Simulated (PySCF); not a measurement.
# C6H4FN: the cost of one run

Computed with PySCF 2.14.0 and routines of our own; the level stands in each step. Atoms count from 0.

## (1) The system as given

12 atoms, charge 0, multiplicity 1; geometry from: GFN2-xTB.

## (2) Relaxing the molecule at PBE0/6-31G*

The job: settings as JSON, then the geometry in Å.

```
{"job": {"xc": "PBE0", "basis": "6-31G*", "grid": 1, "kind": "geom"}, "charge": 0, "multiplicity": 1}
C      0.074683     2.291734     0.868508
C     -0.618808     1.173447     0.628207
C     -2.017215     1.097807     0.873744
N     -3.143015     1.031263     1.071130
C     -0.045555    -0.018042     0.119358
C      0.372021    -1.062541    -0.307397
C      0.966803    -2.273709    -0.827648
F      2.317828    -2.115146    -1.037769
H      1.133613     2.339691     0.680935
H     -0.406420     3.173095     1.256293
H      0.847246    -3.100209    -0.115399
H      0.520018    -2.538076    -1.794693
```

Launch:

```bash
OMP_NUM_THREADS=1 python excited_run.py task.json out
```

This one command runs all jobs of the session in turn.

**Question.** How long does this first job take on 1 thread of Arm Neoverse V1, shared host, and how much memory does it need?

About 21 s, with a peak of 0.51 GiB.
